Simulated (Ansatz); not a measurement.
# C6H3ClTi: basis-set convergence

How large a basis does C6H3ClTi need? Two functionals are run in growing sets.

The runs use Ansatz 0.2.0, Gaussian basis; one geometry, several basis sets.

The runs, in order: PBE0-D4/def2-SVP; ωB97M-V/def2-SVP; PBE0-D4/def2-QZVPP; ωB97M-V/def2-QZVPP; the functionals' def2-TZVPP values are taken from earlier runs.

### 1 The relaxed structure

All runs share one geometry, relaxed beforehand with PBE0-D4 in a triple-zeta def2 set.

SMILES `C#[C][Ti]([Cl])([C]#C)[C]#C`, 11 atoms, charge 0, spin multiplicity 1.

Atoms are counted from 1 here; the program's logs count them from 0.

Bond lengths: C1–C2 1.216 Å, C1–H9 1.067 Å, C2–Ti3 2.003 Å, Ti3–Cl4 2.170 Å, Ti3–C5 2.003 Å, Ti3–C7 2.003 Å, C5–C6 1.216 Å, C6–H10 1.067 Å, C7–C8 1.216 Å, C8–H11 1.067 Å. Angles: C2–C1–H9 179.8°, C1–C2–Ti3 179.3°, C2–Ti3–Cl4 110.7°, C2–Ti3–C5 108.2°, C2–Ti3–C7 108.3°, Cl4–Ti3–C5 110.6°, Cl4–Ti3–C7 110.6°, C5–Ti3–C7 108.3°, Ti3–C5–C6 179.5°, C5–C6–H10 179.8°, Ti3–C7–C8 179.5°, C7–C8–H11 179.8°.

### 2 PBE0-D4 in def2-SVP

Input file in.yaml:

```yaml
crystal:
  periodic: [false, false, false]
  atoms:
    - {symbol: C, position_ang: [-0.834860, 0.250309, 2.906492]}
    - {symbol: C, position_ang: [-0.774617, 0.182027, 1.693864]}
    - {symbol: Ti, position_ang: [-0.650026, 0.066943, -0.301775]}
    - {symbol: Cl, position_ang: [-2.610621, 0.284435, -1.205166]}
    - {symbol: C, position_ang: [0.583603, 1.511063, -0.937387]}
    - {symbol: C, position_ang: [1.339303, 2.386208, -1.313954]}
    - {symbol: C, position_ang: [0.154420, -1.703956, -0.779521]}
    - {symbol: C, position_ang: [0.650291, -2.777707, -1.062257]}
    - {symbol: H, position_ang: [-0.884853, 0.310334, 3.970929]}
    - {symbol: H, position_ang: [2.005172, 3.152959, -1.642345]}
    - {symbol: H, position_ang: [1.087587, -3.719714, -1.308278]}
basis:
  gaussian: {orbitals: def2-SVP}
hamiltonian: {xc: pbe0, dispersion: d4}
output: {orbitals: {seedname: orbitals}}
```

Started as:

```sh
> ansatz run in.yaml --threads 4 --pin off --events-out ev --progress --plain --max-ram 11315MiB
```

Further steps of the session: ωB97M-V in def2-SVP; PBE0-D4 in def2-QZVPP; ωB97M-V in def2-QZVPP.

**Question.** What will the summary of the whole plan be? Wanted: PBE0-D4: double and triple zeta above quadruple; ωB97M-V: double and triple zeta above quadruple.

The runs gave:

| quantity | value |
| --- | --- |
| PBE0-D4: double and triple zeta above quadruple | 15.62, 1.13 eV |
| ωB97M-V: double and triple zeta above quadruple | 15.75, 1.04 eV |

**Reading.** PBE0-D4 gains 14.49 eV from double to triple zeta, then 1.13 eV more. Total energies overstate the basis error of differences, where much of it tends to cancel.
